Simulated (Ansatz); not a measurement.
**GeH₆O₃Si: one species, many methods**

One table from this session's results is given with a row withheld; the runs are named, their logs left out.

The runs use Ansatz 0.2.0, Gaussian basis; functionals in def2-TZVPP, the program's frozen cores in correlated methods.

Plan: PBE-D4, r2SCAN-D4, PBE0-D4, B3LYP-D4, ωB97X-V, ωB97M-V, B2PLYP; CCSD(T)/def2-TZVPP; MP2/def2-QZVPP; extrapolation to the limit.

## The relaxed structure

The geometry comes from an earlier relaxation with PBE0-D4 in a triple-zeta def2 set; it is a stationary point, not always the lowest conformer.

SMILES `O[SiH](O)[O][GeH3]`, 11 atoms, charge 0, spin multiplicity 1.

Atoms are counted from 1 here; the program's logs count them from 0.

Bond lengths: O1–Si2 1.634 Å, O1–H6 0.959 Å, Si2–O3 1.637 Å, Si2–O4 1.627 Å, Si2–H7 1.476 Å, O3–H8 0.958 Å, O4–Ge5 1.780 Å, Ge5–H9 1.537 Å, Ge5–H10 1.533 Å, Ge5–H11 1.536 Å. Angles: Si2–O1–H6 117.3°, O1–Si2–O3 108.4°, O1–Si2–O4 113.5°, O1–Si2–H7 105.1°, O3–Si2–O4 107.4°, O3–Si2–H7 112.6°, O4–Si2–H7 109.9°, Si2–O3–H8 116.4°, Si2–O4–Ge5 133.5°, O4–Ge5–H9 108.8°, O4–Ge5–H10 105.4°, O4–Ge5–H11 108.0°, H9–Ge5–H10 111.6°, H9–Ge5–H11 111.2°, H10–Ge5–H11 111.5°.

As a file:

```xyz
11
charge 0, multiplicity 1
O    -1.6040   -0.2467    1.2249
Si   -0.0386   -0.6423    0.9772
O     0.0979   -2.2724    1.0370
O     0.5318   -0.1580   -0.4672
Ge    0.4752    1.3852   -1.3519
H    -2.2688   -0.8206    0.8403
H     0.7037    0.0298    2.0613
H     0.7620   -2.6658    0.4694
H     0.6939    2.5357   -0.3566
H     1.6090    1.3051   -2.3807
H    -0.8969    1.4930   -2.0330
```

The first run:

Input file in.yaml:

```yaml
crystal:
  periodic: [false, false, false]
  atoms:
    - {symbol: O, position_ang: [-1.603999, -0.246723, 1.224924]}
    - {symbol: Si, position_ang: [-0.038561, -0.642269, 0.977222]}
    - {symbol: O, position_ang: [0.097878, -2.272363, 1.036976]}
    - {symbol: O, position_ang: [0.531805, -0.157981, -0.467188]}
    - {symbol: Ge, position_ang: [0.475199, 1.385150, -1.351862]}
    - {symbol: H, position_ang: [-2.268793, -0.820554, 0.840344]}
    - {symbol: H, position_ang: [0.703740, 0.029810, 2.061292]}
    - {symbol: H, position_ang: [0.762005, -2.665752, 0.469440]}
    - {symbol: H, position_ang: [0.693920, 2.535659, -0.356642]}
    - {symbol: H, position_ang: [1.609029, 1.305055, -2.380716]}
    - {symbol: H, position_ang: [-0.896924, 1.492968, -2.032989]}
basis:
  gaussian: {orbitals: def2-TZVPP}
hamiltonian: {xc: pbe, dispersion: d4}
output: {forces: true, orbitals: {seedname: orbitals}}
```

The run is started by

```
$ ansatz run in.yaml --threads 2 --pin off --events-out ev --progress --plain --max-ram 32768MiB --backend cpu
```

Among the steps run: PBE-D4 (GGA); r2SCAN-D4 (meta-GGA); PBE0-D4 (hybrid); B3LYP-D4 (hybrid); ωB97X-V (range-separated); ωB97M-V (range-separated); B2PLYP (double hybrid); CCSD(T) in def2-TZVPP; MP2 in def2-QZVPP.

One of the session's tables, all rows but one given; the rest of the session is left out.

| method | atomisation energy (kJ/mol) |
| --- | --- |
| PBE-D4 | 3945.7 |
| r2SCAN-D4 | 3947.5 |
| PBE0-D4 | 3872.1 |
| B3LYP-D4 | 3915.4 |
| ωB97X-V | 3962.3 |
| ωB97M-V | 3946.1 |
| B2PLYP | 3897.9 |
| HF/def2-TZVPP | 2814.0 |
| MP2/def2-TZVPP | 3946.5 |
| CCSD/def2-TZVPP | 3813.2 |
| CCSD(T)/def2-TZVPP | ? |
| MP2/CBS | 4058.1 |
| CCSD(T)/CBS | 3980.8 |

**Question.** Estimate the row for CCSD(T)/def2-TZVPP.

The run gave: atomisation energy (kJ/mol): 3869.1. In the column «atomisation energy (kJ/mol)» it lies between CCSD/def2-TZVPP (3813.2) and PBE0-D4 (3872.1).
